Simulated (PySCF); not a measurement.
The system is NC2O2H, in a box.

```
CELL_PARAMETERS angstrom
12.00000 0.00000 0.00000
0.00000 13.00000 0.00000
0.00000 0.00000 12.00000
ATOMIC_POSITIONS crystal
N 0.62330 0.38203 0.56907
C 0.55242 0.44295 0.57626
O 0.47640 0.51208 0.59456
C 0.44470 0.57117 0.50348
O 0.48264 0.56408 0.41313
H 0.38010 0.62490 0.52985
```

The cell isn't the ideal one: atoms moved at random, drawn with an rms of 0.05 Å.

Base run:

- Program: PySCF 2.14.0
- Functional: TPSSh
- Potentials or basis: cc-pvdz (all-electron)
- k mesh: 1 × 1 × 1
- Occupations: fixed
- Spin: no spin polarisation

Its results: gap between the frontier levels 6.53 eV.

Problem. The run is repeated on the same cell with these changes: functional from TPSSh to PBE. What comes out?

Solution. Gap between the frontier levels 5.31 eV.

TPSSh gives the wider gap, since exact exchange removes part of the self-interaction.

Caveats: this is a molecule in a periodic box at the Γ point, so its band gap is the HOMO-LUMO gap; the basis of atomic orbitals isn't converged, which shifts pressures, moduli and gaps.

